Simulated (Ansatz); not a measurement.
What does this script print? It uses the Ansatz DFT code, driven from Python.

`albrfho_bend.py`
```python
# -*- coding: utf-8 -*-
"""Bending curve of AlBrFHO."""

import ansatz as az
from ase import Atoms

config = {
    "basis_set": "def2-SVP",
    "functional": "b3lyp",
    "vdw": "d3bj",
    "force_tol": 0.02,
}

atoms = Atoms(["O", "Al", "F", "Br", "H"], positions=[
    (0.4468, 1.3748, -0.0707),
    (-0.0228, -0.3625, -0.2422),
    (1.25, -1.5649, -0.5584),
    (-2.1993, -1.0613, -0.0362),
    (0.5752, 1.5401, 0.8661),
])

# start the scan from a relaxed geometry
first = (
    az.Crystal.molecule_from_ase(atoms).calculation()
    .basis(gaussian=config["basis_set"])
    .functional(config["functional"], dispersion=config["vdw"])
    .relax(force_tolerance=config["force_tol"], max_steps=80)
)
atoms.positions = first.run().report["positions_ang"]

rows = []
for angle in [90, 100, 110, 120, 135, 150, 165, 179]:
    bent = atoms.copy()
    bent.set_angle(1, 0, 4, angle, indices=[4])
    calculation = (
        az.Crystal.molecule_from_ase(bent).calculation()
        .basis(gaussian=config["basis_set"])
        .functional(config["functional"], dispersion=config["vdw"])
    )
    rows.append((angle, calculation.run().report["free_energy_ev"]))
floor = min(e for _, e in rows)
for angle, e in rows:
    print(f"angle Al1-O0-H4 = {angle:3d} deg   {1000 * (e - floor):9.1f} meV")
```

```console
$ python albrfho_bend.py
angle Al1-O0-H4 =  90 deg       350.7 meV
angle Al1-O0-H4 = 100 deg       155.6 meV
angle Al1-O0-H4 = 110 deg        47.1 meV
angle Al1-O0-H4 = 120 deg         0.0 meV
angle Al1-O0-H4 = 135 deg         2.2 meV
angle Al1-O0-H4 = 150 deg        45.5 meV
angle Al1-O0-H4 = 165 deg        89.6 meV
angle Al1-O0-H4 = 179 deg       109.8 meV
```

Notes:
- The scan is rigid, and the energies are electronic, in a modest basis. The zero is the lowest point of the grid, which needn't be the minimum.
- b3lyp holds the VWN-RPA fit, as in Gaussian; the form of ORCA and Turbomole is b3lyp5.
- Hardware and time: 62 s on 1 thread of Arm Neoverse V1 (shared host), peak memory 0.25 GiB.

(A comment or docstring line of the script was reworded after the run, the code is as it ran; lines on the test bed's own set-up are left out of the output.)
